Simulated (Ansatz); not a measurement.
# O3W: the cost of one run

The runs use Ansatz 0.2.0; RKS PBE-D4/def2-TZVP.

### 1 The starting structure

SMILES `[O]=[W](=[O])=[O]`, 4 atoms, charge 0, spin multiplicity 1.

Atoms are counted from 1 here; the program's logs count them from 0.

Bond lengths: O1–W2 1.737 Å, W2–O3 1.737 Å, W2–O4 1.737 Å. Angles: O1–W2–O3 105.4°, O1–W2–O4 105.4°, O3–W2–O4 105.4°.

Coordinates:

```
O    -0.2247    0.2737    1.5550
W    -0.4035   -0.3099   -0.0710
O     1.0829   -1.1331   -0.4314
O    -0.3991    1.1090   -1.0730
```

### 3 Plan of the scan

The axes are (1) bond length W2–O3: 15 values from 1.528 to 2.171 Å; (2) bond length W2–O4: 15 values from 1.528 to 2.171 Å.

Nothing else is relaxed (all other coordinates rigid). Energies count from the relaxed molecule at the same level. Points are written as (first, second).

(The set-up runs are not shown.)

### 4 The run at (1.758 Å, 1.758 Å)

The input, input.yaml:

```yaml
crystal:
  periodic: [false, false, false]
  atoms:
    - { symbol: O, position_ang: [-0.230616, 0.271841, 1.562328] }
    - { symbol: W, position_ang: [-0.391452, -0.301357, -0.069175] }
    - { symbol: O, position_ang: [1.10172, -1.15246, -0.438803] }
    - { symbol: O, position_ang: [-0.406164, 1.128681, -1.091592] }
basis:
  gaussian: { orbitals: def2-TZVP }
hamiltonian:
  xc: pbe
  dispersion: d4
output:
  forces: true
```

On the command line:

```bash
> ansatz run input.yaml --threads 1 --pin off --max-ram 2560MiB --backend cpu --events-out ev --progress --plain --runs-dir out
```

What time and memory should one allow on 1 thread of AMD EPYC 9R14 (Zen 4), shared host?

About 1.8 s, with a peak of 0.15 GiB.
